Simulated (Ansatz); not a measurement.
# Mo3Ru3C2 (P-3m1) in Ansatz: equation of state

Aim: energy against volume of Mo3Ru3C2 in PBE, for its equilibrium volume and stiffness.

All numbers are computed with Ansatz 0.2.0; they aren't measurements. Logs are shortened: lines on timing, memory, paths and dates and some standing lists are left out, and cuts for length are marked.

**1. Starting point**

The structure is trigonal, space group P-3m1 (No. 164). Conventional cell: a = 2.909 Å, b = 2.909 Å, c = 13.883 Å, α = 90.00°, β = 90.00°, γ = 120.00°. Ru (site symmetry 3m) has 9 Ru at 2.72 to 2.91 Å and 3 Mo at 2.76 Å as nearest neighbours. Ru (site symmetry -3m) is surrounded by 12 Ru at 2.72 to 2.91 Å. Mo (site symmetry 3m) has 3 C at 2.09 Å as nearest neighbours. Around Mo (site symmetry -3m) lie 6 C at 2.17 Å. C (site symmetry 3m) is surrounded by 6 Mo at 2.09 to 2.17 Å.

The cell comes from a database or a generator and needn't be the stable form of this composition.

**2. Single point, PBE, 11.96 Å³/atom (volume scaled by 0.94)**

Contents of input.yaml:

```yaml
crystal:
  lattice:
    - [2.849879723, 0.0, 0.0]
    - [-1.4249398615, 2.4680682379, 0.0]
    - [0.0, 0.0, 13.5999064999]
  atoms:
    - { symbol: Ru, position: [0.3333333333, 0.6666666667, 0.3459835] }
    - { symbol: Ru, position: [0.0, 0.0, 0.5] }
    - { symbol: Ru, position: [0.6666666667, 0.3333333333, 0.6540165] }
    - { symbol: Mo, position: [0.3333333333, 0.6666666667, 0.8121105] }
    - { symbol: Mo, position: [0.0, 0.0, 0.0] }
    - { symbol: Mo, position: [0.6666666667, 0.3333333333, 0.1878895] }
    - { symbol: C, position: [0.6666666667, 0.3333333333, 0.9011725] }
    - { symbol: C, position: [0.3333333333, 0.6666666667, 0.0988275] }
hamiltonian:
  xc: pbe
  pseudopotentials: { kind: paw }
kpoints:
  mp_grid: { grid: [10, 10, 2] }
scf:
  occupations: { method: fermi_dirac, width: 0.05 }
output:
  forces: true
  stress: true
  eigenvalues: true
```

Potentials or basis: Ansatz PAW.

The run is started by

```console
> ansatz run input.yaml --threads 4 --pin off --max-ram 10240MiB --backend cpu --events-out ev --progress --plain --runs-dir out
```

The program printed:

```text
Warning: RAYON_NUM_THREADS=4 ignored (pool sized by the plan → 4); use --threads N
Engine: ansatz 0.2.0, aarch64-unknown-linux-gnu
Pseudopotentials: kind: paw
Pseudopotential: Ru, paw, valence charge 16, recommended cutoff 420 eV (normal), Ru.paw.azcp
Pseudopotential: Mo, paw, valence charge 14, recommended cutoff 420 eV (normal), Mo.paw.azcp
Pseudopotential: C, paw, valence charge 4, recommended cutoff 420 eV (normal), C.paw.azcp
Functional definition: PBE
  parameter kappa = 0.804
  parameter beta = 0.06672455060314922
  exchange = pbe_x(kappa = kappa, mu = beta*pi^2/3)
  correlation = pbe_c(beta = beta)
Crystal: 8 atoms, lattice volume = 95.658 Å³
Basis set: ecut = 420 eV, 1893 PW (Γ), exchange–correlation on 40×40×192 points (8 copies of the dense FFT grid, shifted against one another)
Bands: 59, of which v1, the nominal top of the filled ones, is band 49 counted from 1 (48 counted from 0)
Symmetry: 12 space group operations
Space group: P-3m1 (ITA 164), of the structure as read, at distance tolerance 4.6e-5 Å
k-points: 28 of 200
Non-local potential: Ru, projectors of the file, l = 0: 3, l = 1: 2, l = 2: 2, l = 3: 1
Non-local potential: Mo, projectors of the file, l = 0: 3, l = 1: 2, l = 2: 2, l = 3: 1
Non-local potential: C, projectors of the file, l = 0: 2, l = 1: 2, l = 2: 1
PAW form: soft (Blöchl's): semilocal exchange-correlation on the pseudo side does not see the compensation charge
PAW one-centre angular grid: Ru, 590 points (default); XC on 64 Gauss nodes
PAW one-centre angular grid: Mo, 590 points (default); XC on 64 Gauss nodes
PAW one-centre angular grid: C, 110 points (default); XC on 64 Gauss nodes
Initial density: superposition of atomic densities (neutral atoms: chi_scale 0, normalization atom), corrected by the library's trained network
Initial wavefunctions: pseudopotential atomic-orbital guess
Functional: x = pbe(κ = 0.804, μ = 0.2195149727645171), c = pbe(β = 0.06672455060314922)
SCF iter   1: F=—  HF=-33004.689264 eV  |F-HF|=—  |Δ(HF+E_count)|=         —  Δρ=1.63e-2  dr2=1.09e0  ethr=1.77e-3  ⟨swp⟩=6.0  Hψ=5762  notcnv=0  defer=3
preconditioner: auto → Kerker (q_TF=auto, 2.739 Å⁻¹)  [metal: Δε(μ)=0.016 eV  Ē_g=5.815 eV  σ=0.050 eV  W_gap=0.08  n_scr=40 (ndim 8)  ℏωp=26.8 eV  f_vac=0.000  D(μ)=8.20/eV (n_scr^D=94)]
SCF iter   2: F=—  HF=-33004.643595 eV  |F-HF|=—  |Δ(HF+E_count)|=   4.57e-2  Δρ=8.09e-3  dr2=3.49e-1  ethr=1.11e-3  ⟨swp⟩=1.0  Hψ=1904  notcnv=0  defer=3
SCF iter   3: F=—  HF=-33004.623277 eV  |F-HF|=—  |Δ(HF+E_count)|=   2.03e-2  Δρ=1.25e-3  dr2=7.02e-3  ethr=3.56e-4  ⟨swp⟩=2.0  Hψ=1992  notcnv=0  defer=6
SCF iter   4: F=—  HF=-33004.622052 eV  |F-HF|=—  |Δ(HF+E_count)|=   1.23e-3  Δρ=3.91e-4  dr2=8.39e-4  ethr=7.16e-6  ⟨swp⟩=2.2  Hψ=2213  notcnv=0  defer=17
SCF iter   5: F=—  HF=-33004.622000 eV  |F-HF|=—  |Δ(HF+E_count)|=   5.18e-5  Δρ=1.13e-4  dr2=9.37e-6  ethr=8.56e-7  ⟨swp⟩=2.0  Hψ=1908  notcnv=0  defer=17
SCF iter   6: F=—  HF=-33004.622012 eV  |F-HF|=—  |Δ(HF+E_count)|=   1.22e-5  Δρ=2.86e-5  dr2=2.64e-6  ethr=9.56e-9  ⟨swp⟩=2.0  Hψ=3035  notcnv=0  defer=30
SCF iter   7: F=—  HF=-33004.622012 eV  |F-HF|=—  |Δ(HF+E_count)|=   6.49e-8  Δρ=6.35e-6  dr2=2.09e-7  ethr=2.70e-9  ⟨swp⟩=1.0  Hψ=1623  notcnv=0  defer=30
SCF iter   8: F=-33004.622012 eV  HF=-33004.622012 eV  |F-HF|=1.48e-8  |Δ(HF+E_count)|=   3.71e-9  Δρ=1.55e-6  dr2=1.57e-8  ethr=1.02e-10  ⟨swp⟩=6.9  Hψ=5192  notcnv=0
SCF 1 converged in 8 iterations: F = -33004.622012 eV  dr2 = 1.57e-8
SCF converged after 8 iterations
Free energy (F): -33004.622012 eV
Harris-Foulkes:  -33004.622012 eV  (|F-HF|=1.48e-8)
Internal energy: -33004.554153 eV  (E = F + TS)
E sigma→0 (E₀):  -33004.588083 eV
Entropy (-TS):   -0.067859 eV (-8.482 meV/atom)
Fermi energy:    22.124637 eV
--- Per-component energies (eV) ---
  E_band       = -256.141405
  E_kinetic    = 3063.334939
  E_local      = -6481.159364  (includes V_loc(G=0)·N_el)
  E_nonlocal   = 1512.438367
  E_hartree    = 2146.568006
  E_xc         = -1224.978042
  E_vxc        = -1533.013805  (∫ρ·V_xc dr)
  E_paw        = -20184.984876  (= ΣΔE_a)
  E_vpaw       = -1110.873822  (= ΣTr[D̂ρ^β])
  E_aug_tail   = -0.000443  (compensation charges beyond the density's cutoff)
  E_ewald      = -11835.772740
  E_smearing   = -0.067859  (= −TS)
  E_closure    = 0.000000  (closes the sum)
  Σ components = -33004.622012   (vs F -33004.622012, Δ=0.00e0)
--- Forces (eV/Å), atoms counted from 1 ---
  atom   1  Ru    -0.00000000    -0.00000000     0.02493255
  atom   2  Ru    -0.00000000    -0.00000000     0.00000000
  atom   3  Ru     0.00000000     0.00000000    -0.02493255
  atom   4  Mo     0.00000000     0.00000000    -0.61609635
  atom   5  Mo    -0.00000000     0.00000000     0.00000000
  atom   6  Mo    -0.00000000    -0.00000000     0.61609635
  atom   7  C      0.00000000    -0.00000000     0.18772597
  atom   8  C      0.00000000     0.00000000    -0.18772597
  max |Σ_I F_I| component: 7.40e-17 eV/Å
--- Stress (GPa, compression-positive) ---
       16.430953       0.000000      -0.000000
        0.000000      16.430953       0.000000
       -0.000000       0.000000      19.817571
  P = ⅓ Tr σ = 17.5598 GPa (175.598 kbar)
--- Band table (eV; the first three rows and the last of 28) ---
  k-point 0: bands = ["-50.7497", "-50.5131", "-50.4934", "-40.0212", "-39.1371", "-39.1351", "-21.0170", "-20.5446", "-20.4732", "-20.4732", "-20.2686", "-20.2531", "-20.2531", "-20.2318", "-20.2318", "-14.4001", "-13.6702", "-13.6702", "-13.3875", "-13.2656", "-12.7595", "-12.7595", "-12.7589", "-12.7589", "7.9038", "9.7219", "13.6503", "15.3120", "16.0765", "16.5233", "16.7294", "16.7755", "16.7755", "18.3490", "18.4330", "18.4330", "19.5181", "19.5181", "19.6616", "19.6616", "19.9499", "20.1383", "20.1383", "20.1615", "20.1615", "20.4589", "20.9344", "21.2311", "21.2311", "21.6283", "21.6283", "22.0866", "22.0866", "22.4527", "22.4527", "22.7396", "23.0948", "23.0948", "23.5340"]
  k-point 1: bands = ["-50.7497", "-50.5131", "-50.4934", "-40.0212", "-39.1371", "-39.1351", "-21.0170", "-20.5446", "-20.4732", "-20.4732", "-20.2686", "-20.2531", "-20.2531", "-20.2317", "-20.2317", "-14.4001", "-13.6702", "-13.6702", "-13.3874", "-13.2657", "-12.7595", "-12.7595", "-12.7589", "-12.7589", "7.9041", "9.7205", "13.6695", "15.2243", "16.1515", "16.5133", "16.7758", "16.7758", "16.7862", "18.2476", "18.4272", "18.4272", "19.5522", "19.5522", "19.7345", "19.7345", "19.9990", "19.9990", "20.0777", "20.1121", "20.1121", "20.3737", "20.9196", "21.5958", "21.5958", "21.6296", "21.6296", "21.9448", "21.9448", "22.0836", "22.0836", "22.9962", "23.2496", "23.5808", "23.5808"]
  k-point 2: bands = ["-50.7430", "-50.5078", "-50.4897", "-40.0067", "-39.1230", "-39.1212", "-21.0009", "-20.5959", "-20.4862", "-20.4593", "-20.3282", "-20.2758", "-20.2635", "-20.2399", "-20.2394", "-14.3741", "-13.7856", "-13.6944", "-13.3641", "-13.2574", "-12.8623", "-12.8609", "-12.7828", "-12.7817", "8.1269", "9.7567", "13.9727", "15.5816", "15.8665", "16.6437", "16.9034", "16.9520", "17.0019", "17.8275", "18.4066", "18.4563", "19.1574", "19.3676", "19.6358", "19.6390", "19.7943", "19.8913", "19.9430", "20.3512", "20.4201", "20.4726", "20.5930", "20.8746", "20.9623", "21.6085", "21.7305", "21.9461", "22.0819", "22.0925", "22.3219", "22.8121", "23.4528", "23.8420", "23.9818"]
  k-point 27: bands = ["-50.6703", "-50.4518", "-50.4514", "-39.8512", "-38.9721", "-38.9721", "-20.8962", "-20.8696", "-20.8129", "-20.5980", "-20.5321", "-20.5141", "-20.4130", "-20.3792", "-20.3586", "-14.5238", "-14.3189", "-14.0991", "-13.5765", "-13.5507", "-13.3695", "-13.3455", "-13.1712", "-13.1700", "9.9283", "10.2572", "14.6036", "15.4687", "15.6738", "15.9832", "16.3755", "16.6471", "17.6883", "17.8989", "18.1096", "18.1597", "18.3851", "18.5301", "18.7826", "19.1583", "19.3559", "19.7961", "20.0409", "20.1403", "21.4755", "21.6008", "21.8755", "21.9537", "22.8245", "22.8575", "23.1469", "23.6497", "23.7250", "23.8369", "24.2944", "24.4081", "25.2628", "25.7027", "27.3066"]
```

It took 2.7 s on 4 threads of Arm Neoverse V1, shared host; peak memory 0.51 GiB.

What came out:

```
Free energy            : -33004.6220 eV
Pressure               : 17.6 GPa
Largest force          : 0.616 eV/Å
Band gap on the k mesh : none (metal or under the smearing width)
```

**3. Single point, PBE, 12.21 Å³/atom (volume scaled by 0.96)**

Changes to input.yaml since step 2:

```diff
@@ -2,5 +2,5 @@
   lattice:
-    - [2.849879723, 0.0, 0.0]
-    - [-1.4249398615, 2.4680682379, 0.0]
-    - [0.0, 0.0, 13.5999064999]
+    - [2.8699499598, 0.0, 0.0]
+    - [-1.4349749799, 2.4854495728, 0.0]
+    - [0.0, 0.0, 13.6956836449]
   atoms:
```

Potentials or basis: Ansatz PAW.

The run is started by

```console
> ansatz run input.yaml --threads 4 --pin off --max-ram 10240MiB --backend cpu --events-out ev --progress --plain --runs-dir out
```

Wall time 2.7 s (4 threads of Arm Neoverse V1, shared host); peak memory 0.51 GiB.

Results (log left out):

* Free energy: -33004.7965 eV
* Pressure: 10.1 GPa
* Largest force: 0.424 eV/Å
* Band gap on the k mesh: none (metal or under the smearing width)

**4. Single point, PBE, 12.47 Å³/atom (volume scaled by 0.98)**

Changes to input.yaml since step 3:

```diff
@@ -2,5 +2,5 @@
   lattice:
-    - [2.8699499598, 0.0, 0.0]
-    - [-1.4349749799, 2.4854495728, 0.0]
-    - [0.0, 0.0, 13.6956836449]
+    - [2.8897433436, 0.0, 0.0]
+    - [-1.4448716718, 2.502591146, 0.0]
+    - [0.0, 0.0, 13.7901396204]
   atoms:
@@ -25 +25,5 @@
   eigenvalues: true
+  write_density: true
+  write_potential: true
+  elf: true
+  volumetric_format: npy
```

The run is started by

```console
> ansatz run input.yaml --threads 4 --pin off --max-ram 10240MiB --backend cpu --events-out ev --progress --plain --runs-dir out
```

Wall time 3.9 s (4 threads of Arm Neoverse V1, shared host); peak memory 0.52 GiB.

Results (log left out):

```yaml
Free_energy: -33004.8809 eV
Pressure: 3.3 GPa
Largest_force: 0.243 eV/Å
Band_gap_on_the_k_mesh: none (metal or under the smearing width)
```

**5. Single point, PBE, 12.72 Å³/atom**

Changes to input.yaml since step 4:

```diff
@@ -2,5 +2,5 @@
   lattice:
-    - [2.8897433436, 0.0, 0.0]
-    - [-1.4448716718, 2.502591146, 0.0]
-    - [0.0, 0.0, 13.7901396204]
+    - [2.9092692288, 0.0, 0.0]
+    - [-1.4546346144, 2.5195010586, 0.0]
+    - [0.0, 0.0, 13.883319066]
   atoms:
@@ -25,5 +25 @@
   eigenvalues: true
-  write_density: true
-  write_potential: true
-  elf: true
-  volumetric_format: npy
```

The run is started by

```console
> ansatz run input.yaml --threads 4 --pin off --max-ram 10240MiB --backend cpu --events-out ev --progress --plain --runs-dir out
```

Run time: 2.6 s. Hardware: 4 threads of Arm Neoverse V1, shared host; peak memory 0.52 GiB.

Results (log left out):

```
Free energy            : -33004.8846 eV
Pressure               : -2.7 GPa
Largest force          : 0.075 eV/Å
Band gap on the k mesh : none (metal or under the smearing width)
```

**6. Single point, PBE, 12.97 Å³/atom (volume scaled by 1.02)**

Changes to input.yaml since step 5:

```diff
@@ -2,5 +2,5 @@
   lattice:
-    - [2.9092692288, 0.0, 0.0]
-    - [-1.4546346144, 2.5195010586, 0.0]
-    - [0.0, 0.0, 13.883319066]
+    - [2.9285364739, 0.0, 0.0]
+    - [-1.464268237, 2.5361869823, 0.0]
+    - [0.0, 0.0, 13.9752642559]
   atoms:
@@ -25 +25,5 @@
   eigenvalues: true
+  write_density: true
+  write_potential: true
+  elf: true
+  volumetric_format: npy
```

Potentials or basis: Ansatz PAW.

The run is started by

```console
> ansatz run input.yaml --threads 4 --pin off --max-ram 10240MiB --backend cpu --events-out ev --progress --plain --runs-dir out
```

It took 3.9 s on 4 threads of Arm Neoverse V1, shared host; peak memory 0.53 GiB.

The run converged. Its results:

```
Free energy            : -33004.8160 eV
Pressure               : -8.0 GPa
Largest force          : 0.083 eV/Å
Band gap on the k mesh : none (metal or under the smearing width)
```

**7. Single point, PBE, 13.23 Å³/atom (volume scaled by 1.04)**

Changes to input.yaml since step 6:

```diff
@@ -2,5 +2,5 @@
   lattice:
-    - [2.9285364739, 0.0, 0.0]
-    - [-1.464268237, 2.5361869823, 0.0]
-    - [0.0, 0.0, 13.9752642559]
+    - [2.9475534774, 0.0, 0.0]
+    - [-1.4737767387, 2.5526561905, 0.0]
+    - [0.0, 0.0, 14.066015268]
   atoms:
@@ -25,5 +25 @@
   eigenvalues: true
-  write_density: true
-  write_potential: true
-  elf: true
-  volumetric_format: npy
```

The run is started by

```console
> ansatz run input.yaml --threads 4 --pin off --max-ram 10240MiB --backend cpu --events-out ev --progress --plain --runs-dir out
```

Run time: 3.2 s. Hardware: 4 threads of Arm Neoverse V1, shared host; peak memory 0.53 GiB.

Results (log left out):

* Free energy: -33004.6829 eV
* Pressure: -12.8 GPa
* Largest force: 0.231 eV/Å
* Band gap on the k mesh: none (metal or under the smearing width)

**8. Single point, PBE, 13.48 Å³/atom (volume scaled by 1.06)**

Changes to input.yaml since step 7:

```diff
@@ -2,5 +2,5 @@
   lattice:
-    - [2.9475534774, 0.0, 0.0]
-    - [-1.4737767387, 2.5526561905, 0.0]
-    - [0.0, 0.0, 14.066015268]
+    - [2.9663282096, 0.0, 0.0]
+    - [-1.4831641048, 2.5689155855, 0.0]
+    - [0.0, 0.0, 14.1556101375]
   atoms:
```

The run is started by

```console
> ansatz run input.yaml --threads 4 --pin off --max-ram 10240MiB --backend cpu --events-out ev --progress --plain --runs-dir out
```

Wall time 3 s (4 threads of Arm Neoverse V1, shared host); peak memory 0.53 GiB.

It converged, with:

- Free energy: -33004.4922 eV
- Pressure: -17.1 GPa
- Largest force: 0.370 eV/Å
- Band gap on the k mesh: none (metal or under the smearing width)

**9. Equation of state, PBE**

Potentials or basis: Ansatz PAW.

No new run: the results of the series are fitted here.

Results:

```yaml
Equilibrium_volume: 12.60 Å³/atom
Bulk_modulus_at_fixed_shape_and_positions: 296 GPa
Pressure_derivative_of_the_bulk_modulus: 4.5
```

Energy against volume, from the lowest point:
```tsv
volume (Å³/atom)	energy (meV/atom)
11.957	32.82
12.212	11.01
12.466	0.47
12.720	0.00
12.975	8.57
13.229	25.21
13.484	49.04
```

Caveat: the cell was scaled at fixed shape and fractional positions, which overstates the stiffness of a crystal with free parameters, most of all of layers and chains.
